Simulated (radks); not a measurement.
# Rh in [Kr] 4d8 5s1: an all-electron calculation

One table from this session's results is given with a row withheld; the runs are named, their logs left out.

The numbers are computed with radks (a radial shooting solver on a logarithmic mesh, Libxc functionals) version 1 (scalar-relativistic Kohn-Sham, BLYP, spin-unpolarised, spherical densities, finite nucleus), except any that are marked as measured or tabulated.

**The atom as given**

| Quantity | Value |
| --- | --- |
| element | rhodium (Z = 45) |
| charge | 0 |
| electrons | 45 |
| configuration | [Kr] 4d8 5s1 |
| nuclear rms radius | 4.4945 fm |

Outer shells as boxes (Hund's rule):

Rh
```
[Kr] core
4d [↑↓][↑↓][↑↓][↑ ][↑ ]
5s [↑ ]
```

Set-up of the first run:

Settings of this run:

```text
Z 45
configuration [Kr] 4d8 5s1
relativity scalar-relativistic
functional b88,lyp
spin unpolarised
nucleus finite rms 4.4945 fm
c 137.035999084
```

The run is started by

```console
$ python run_ks.py task.json out
```

The same process makes all the runs of this session.

One of the session's tables, all rows but one given; the rest of the session is left out.

It belongs to the step «Shells». From the orbitals of this run (lengths in bohr):

| level | <r> | outermost maximum (interpolated) | 90 % within | nodes |
| --- | --- | --- | --- | --- |
| 1s | 0.03263 | 0.0212 | 0.0585 | 0 |
| 2s | ? | ? | ? | ? |
| 2p | 0.1237 | 0.0957 | 0.201 | 0 |
| 3s | 0.3908 | 0.351 | 0.576 | 2 |
| 3p | 0.3906 | 0.345 | 0.589 | 1 |
| 3d | 0.3704 | 0.291 | 0.588 | 0 |
| 4s | 0.9794 | 0.881 | 1.42 | 3 |
| 4p | 1.081 | 0.943 | 1.60 | 2 |
| 4d | 1.598 | 1.15 | 2.63 | 1 |
| 5s | 3.306 | 2.65 | 5.05 | 4 |

Estimate the missing values for 2s.

The run gave: <r>: 0.1419; outermost maximum (interpolated): 0.120; 90 % within: 0.219; nodes: 1. In the column «<r>» it lies between 2p (0.1237) and 3d (0.3704).

Limits of these values: Spin polarisation and multiplet splitting are left out.
